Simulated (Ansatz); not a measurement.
# C₂H₇NO₂Si: up Jacob's ladder to CCSD(T)

An exercise on one series of results from a longer session: the logs are not shown, and one member is left open.

Program: Ansatz 0.2.0, Gaussian basis. Level of theory: functionals in def2-TZVPP, the program's frozen cores in correlated methods. These are calculated values, not measurements.

The runs, in order: PBE-D4, r2SCAN-D4, PBE0-D4, B3LYP-D4, ωB97X-V, ωB97M-V, B2PLYP; CCSD(T)/def2-TZVPP; MP2/def2-QZVPP; extrapolation to the limit.

**The geometry**

All runs share one geometry, relaxed beforehand with PBE0-D4 in a triple-zeta def2 set.

13 atoms, charge 0, spin multiplicity 1.

Atoms are counted from 1 here; the program's logs count them from 0.

Bond lengths: N1–Si2 1.714 Å, N1–H7 1.009 Å, N1–H8 1.007 Å, Si2–C3 1.924 Å, Si2–C5 1.885 Å, Si2–H9 1.490 Å, C3–O4 1.208 Å, C3–H10 1.119 Å, C5–O6 1.422 Å, C5–H11 1.099 Å, C5–H12 1.098 Å, O6–H13 0.960 Å. Angles: Si2–N1–H7 116.0°, Si2–N1–H8 121.5°, H7–N1–H8 110.8°, N1–Si2–C3 110.8°, N1–Si2–C5 106.4°, N1–Si2–H9 116.2°, C3–Si2–C5 106.6°, C3–Si2–H9 105.7°, C5–Si2–H9 110.8°, Si2–C3–O4 120.6°, Si2–C3–H10 120.2°, O4–C3–H10 119.2°, Si2–C5–O6 107.4°, Si2–C5–H11 109.2°, Si2–C5–H12 109.2°, O6–C5–H11 111.5°, O6–C5–H12 112.2°, H11–C5–H12 107.3° and more.

Geometry (Å):

```xyz
13
charge 0, multiplicity 1
N    -0.9315   -1.4562   -0.5086
Si    0.4330   -0.5083   -0.0861
C     0.8907   -0.7568    1.7663
O     1.8556   -0.2054    2.2398
C    -0.0923    1.2924   -0.2747
O    -0.6717    1.4340   -1.5657
H    -1.5569   -1.0513   -1.1898
H    -0.8618   -2.4528   -0.6354
H     1.6837   -0.7782   -0.8499
H     0.2411   -1.3837    2.4267
H    -0.8105    1.5448    0.5181
H     0.7841    1.9396   -0.1402
H    -0.9432    2.3471   -1.6857
```

Set-up of the first run:

Input file in.yaml:

```yaml
crystal:
  periodic: [false, false, false]
  atoms:
    - {symbol: N, position_ang: [-0.931501, -1.456174, -0.508648]}
    - {symbol: Si, position_ang: [0.433014, -0.508296, -0.086132]}
    - {symbol: C, position_ang: [0.890734, -0.756785, 1.766311]}
    - {symbol: O, position_ang: [1.855598, -0.205409, 2.239843]}
    - {symbol: C, position_ang: [-0.092323, 1.292435, -0.274675]}
    - {symbol: O, position_ang: [-0.671696, 1.433965, -1.565657]}
    - {symbol: H, position_ang: [-1.556919, -1.051304, -1.189835]}
    - {symbol: H, position_ang: [-0.861837, -2.452768, -0.635395]}
    - {symbol: H, position_ang: [1.683748, -0.778210, -0.849936]}
    - {symbol: H, position_ang: [0.241094, -1.383651, 2.426739]}
    - {symbol: H, position_ang: [-0.810491, 1.544808, 0.518091]}
    - {symbol: H, position_ang: [0.784141, 1.939576, -0.140240]}
    - {symbol: H, position_ang: [-0.943164, 2.347112, -1.685665]}
basis:
  gaussian: {orbitals: def2-TZVPP}
hamiltonian: {xc: pbe, dispersion: d4}
output: {forces: true, orbitals: {seedname: orbitals}}
```

Launch:

```sh
> ansatz run in.yaml --threads 2 --pin off --events-out ev --progress --plain --max-ram 32768MiB --backend cuda --devices 0, --max-vram 18GiB
```

Among the steps run: PBE-D4 (GGA); r2SCAN-D4 (meta-GGA); PBE0-D4 (hybrid); B3LYP-D4 (hybrid); ωB97X-V (range-separated); ωB97M-V (range-separated); B2PLYP (double hybrid); CCSD(T) in def2-TZVPP; MP2 in def2-QZVPP.

One table of the session follows, with a row left open; its other results are not shown here.

```
            method  atomisation energy (eV)
            PBE-D4                   52.068
         r2SCAN-D4                   50.743
           PBE0-D4                   50.713
          B3LYP-D4                   50.815
           ωB97X-V                   50.983
           ωB97M-V                   51.002
            B2PLYP                   50.226
     HF/def2-TZVPP                   34.956
    MP2/def2-TZVPP                   50.281
   CCSD/def2-TZVPP                   48.383
CCSD(T)/def2-TZVPP                   49.263
           MP2/CBS                        ?
       CCSD(T)/CBS                   50.832
```

Estimate the missing values for MP2/CBS.

The run gave: atomisation energy (eV): 51.850. In the column «atomisation energy (eV)» it lies between ωB97M-V (51.002) and PBE-D4 (52.068).

Limits of these values: Free atoms (1 N, 1 Si, 2 C, 2 O, 7 H) were run apart at each level; the atomisation energy is their sum less the molecule, without zero-point or spin-orbit terms.
